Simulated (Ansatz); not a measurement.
# SnH₃S+: single points off equilibrium

The task here is to estimate one member of a computed series from the others.

Program: Ansatz 0.2.0, Gaussian basis. Level of theory: single points in def2-TZVPP. These are calculated values, not measurements.

Cores are frozen in the correlated methods. Filled d shells of the heavier atoms are correlated. Core potentials replace the inner electrons past krypton, and spin-orbit coupling is left out.

2 further runs of the same task are left out: 2 that didn't finish.

## Where the work starts

SMILES `[SH][SnH2+]`, 5 atoms, charge 1, spin multiplicity 1.

Atoms are counted from 1 here; the program's logs count them from 0.

Bond lengths: S1–Sn2 2.448 Å, S1–H3 1.419 Å, Sn2–H4 1.687 Å, Sn2–H5 1.706 Å. Angles: Sn2–S1–H3 97.1°, S1–Sn2–H4 109.7°, S1–Sn2–H5 118.9°, H4–Sn2–H5 131.1°.

As a file:

```xyz
5
charge 1, multiplicity 1
S     0.9659   -1.4177    0.7811
Sn   -0.0266    0.4775   -0.4079
H    -0.1540   -1.7171    1.5995
H    -0.7216   -0.0560   -1.8501
H     0.1891    2.0485    0.2201
```

The first run:

File run/in.yaml:

```yaml
crystal:
  periodic: [false, false, false]
  atoms:
    - {symbol: S, position_ang: [0.965939, -1.417672, 0.781149]}
    - {symbol: Sn, position_ang: [-0.026602, 0.477459, -0.407923]}
    - {symbol: H, position_ang: [-0.154028, -1.717108, 1.599518]}
    - {symbol: H, position_ang: [-0.721610, -0.055999, -1.850107]}
    - {symbol: H, position_ang: [0.189148, 2.048477, 0.220052]}
basis:
  gaussian: {orbitals: def2-TZVPP}
total_charge: 1
hamiltonian: {xc: pbe, dispersion: d4}
output: {forces: true}
```

Command:

```sh
$ ansatz run in.yaml --threads 2 --pin off --events-out ev --progress --plain --max-ram 3481MiB
```

Steps of the session up to this table: PBE-D4/def2-TZVPP; r2SCAN-D4/def2-TZVPP; PBE0-D4/def2-TZVPP; wB97M-V/def2-TZVPP; CCSD(T)/def2-TZVPP.

One table of the session follows, with a row left open; its other results are not shown here.

| method | RMS force component (eV/Å) | angle to CCSD(T) forces (°) |
| --- | --- | --- |
| PBE-D4 | 0.569 | 14.9 |
| r2SCAN-D4 | 0.659 | 5.5 |
| PBE0-D4 | 0.685 | 5.4 |
| wB97M-V | ? | ? |
| CCSD(T) | 0.685 | reference |

Estimate the missing values for wB97M-V.

As computed: RMS force component (eV/Å): 0.706; angle to CCSD(T) forces (°): 2.3. In the column «RMS force component (eV/Å)» it is the highest.
